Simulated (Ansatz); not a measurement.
# C₃H₁₁MoN₃: a ladder of functionals and wavefunction methods

One table from this session's results is given with a row withheld; the runs are named, their logs left out.

Computed with Ansatz 0.2.0, Gaussian basis. Level: functionals in def2-TZVPP, the program's frozen cores in correlated methods.

Plan: LDA (SPW92), PBE-D4, revPBE-D4, BLYP-D4, r2SCAN-D4, B97M-V, PBE0-D4, B3LYP-D4, r2SCANh-D4, r2SCAN0-D4, HSE06-D4, BHLYP-D4, CAM-B3LYP-D4, LC-ωPBE, ωB97X-V, ωB97M-V, B2PLYP, PBE-QIDH; CCSD(T)/def2-SVP; CCSD(T)/def2-TZVPP.

## The relaxed structure

All runs share one geometry, relaxed beforehand with PBE0-D4 in a triple-zeta def2 set. Mo takes the def2 core potential; no spin-orbit term is included.

SMILES `C[N]=[Mo]([CH3])([NH2])=[N]C`, 18 atoms, charge 0, spin multiplicity 1.

Atoms are counted from 1 here; the program's logs count them from 0.

Bond lengths: C1–N2 1.418 Å, C1–H8 1.096 Å, C1–H9 1.096 Å, C1–H10 1.096 Å, N2–Mo3 1.731 Å, Mo3–C4 2.128 Å, Mo3–N5 1.953 Å, Mo3–N6 1.731 Å, C4–H11 1.092 Å, C4–H12 1.094 Å, C4–H13 1.094 Å, N5–H14 1.009 Å, N5–H15 1.009 Å, N6–C7 1.418 Å, C7–H16 1.096 Å, C7–H17 1.096 Å, C7–H18 1.096 Å. Angles: N2–C1–H8 110.1°, N2–C1–H9 110.7°, N2–C1–H10 112.0°, H8–C1–H9 107.6°, H8–C1–H10 108.0°, H9–C1–H10 108.2°, C1–N2–Mo3 159.9°, N2–Mo3–C4 104.2°, N2–Mo3–N5 111.7°, N2–Mo3–N6 112.9°, C4–Mo3–N5 111.7°, C4–Mo3–N6 104.2°, N5–Mo3–N6 111.7°, Mo3–C4–H11 111.5°, Mo3–C4–H12 109.3°, Mo3–C4–H13 109.3°, H11–C4–H12 108.7°, H11–C4–H13 108.7° and more.

Coordinates:

```xyz
18
charge 0, multiplicity 1
C     1.9231   -1.8999   -0.1183
N     1.3269   -0.6172   -0.2238
Mo    0.1655    0.6556   -0.0531
C    -0.4147    1.1048   -2.0508
N     0.9291    2.2122    0.8450
N    -1.2994    0.1335    0.7080
C    -2.2368   -0.7102    1.3572
H     2.1941   -2.2726   -1.1126
H     2.8407   -1.8530    0.4793
H     1.2493   -2.6292    0.3451
H    -0.8409    0.2323   -2.5496
H     0.4606    1.4381   -2.6155
H    -1.1633    1.9021   -2.0395
H     0.4158    2.7783    1.5046
H     1.9215    2.3465    0.9720
H    -1.8677   -1.7376    1.4524
H    -2.4669   -0.3343    2.3606
H    -3.1745   -0.7381    0.7908
```

The first run:

in.yaml reads:

```yaml
crystal:
  periodic: [false, false, false]
  atoms:
    - {symbol: C, position_ang: [1.923143, -1.899925, -0.118343]}
    - {symbol: N, position_ang: [1.326914, -0.617152, -0.223788]}
    - {symbol: Mo, position_ang: [0.165486, 0.655589, -0.053095]}
    - {symbol: C, position_ang: [-0.414689, 1.104834, -2.050798]}
    - {symbol: N, position_ang: [0.929116, 2.212247, 0.845043]}
    - {symbol: N, position_ang: [-1.299420, 0.133500, 0.707991]}
    - {symbol: C, position_ang: [-2.236817, -0.710247, 1.357168]}
    - {symbol: H, position_ang: [2.194146, -2.272618, -1.112551]}
    - {symbol: H, position_ang: [2.840667, -1.853028, 0.479318]}
    - {symbol: H, position_ang: [1.249266, -2.629247, 0.345083]}
    - {symbol: H, position_ang: [-0.840895, 0.232323, -2.549575]}
    - {symbol: H, position_ang: [0.460627, 1.438071, -2.615502]}
    - {symbol: H, position_ang: [-1.163297, 1.902054, -2.039455]}
    - {symbol: H, position_ang: [0.415826, 2.778295, 1.504572]}
    - {symbol: H, position_ang: [1.921457, 2.346484, 0.972003]}
    - {symbol: H, position_ang: [-1.867652, -1.737570, 1.452439]}
    - {symbol: H, position_ang: [-2.466873, -0.334332, 2.360648]}
    - {symbol: H, position_ang: [-3.174504, -0.738077, 0.790844]}
basis:
  gaussian: {orbitals: def2-TZVPP}
hamiltonian: {xc: lda}
output: {orbitals: {seedname: orbitals}}
```

Steps of the session up to this table: LDA; PBE-D4 (GGA); revPBE-D4 (GGA); BLYP-D4 (GGA); r2SCAN-D4 (meta-GGA); B97M-V (meta-GGA); PBE0-D4 (hybrid); B3LYP-D4 (hybrid); r2SCANh-D4 (hybrid); r2SCAN0-D4 (hybrid); HSE06-D4 (hybrid); BHLYP-D4 (hybrid); CAM-B3LYP-D4 (range-separated); LC-ωPBE (range-separated); ωB97X-V (range-separated); ωB97M-V (range-separated); B2PLYP (double hybrid); PBE-QIDH (double hybrid).

One of the session's tables, all rows but one given; the rest of the session is left out.

It belongs to the step «Orbital energies across the functionals». 

| functional | HOMO (eV) | gap (eV) |
| --- | --- | --- |
| LDA (SPW92) | -5.72 | 3.98 |
| PBE-D4 | -5.56 | 4.00 |
| revPBE-D4 | -5.50 | 4.01 |
| BLYP-D4 | -5.44 | 3.97 |
| r2SCAN-D4 | -5.77 | 4.30 |
| B97M-V | ? | ? |
| PBE0-D4 | -6.76 | 5.99 |
| B3LYP-D4 | -6.55 | 5.55 |
| r2SCANh-D4 | -6.22 | 5.05 |
| r2SCAN0-D4 | -6.91 | 6.19 |
| HSE06-D4 | -6.36 | 5.21 |
| BHLYP-D4 | -7.84 | 8.00 |
| CAM-B3LYP-D4 | -8.09 | 8.37 |
| LC-ωPBE | -9.42 | 10.80 |
| ωB97X-V | -9.07 | 10.38 |
| ωB97M-V | -9.00 | 10.16 |

**Question.** Estimate the row for B97M-V.

As computed: HOMO (eV): -5.85; gap (eV): 4.38. In the column «HOMO (eV)» it lies between r2SCANh-D4 (-6.22) and r2SCAN-D4 (-5.77).
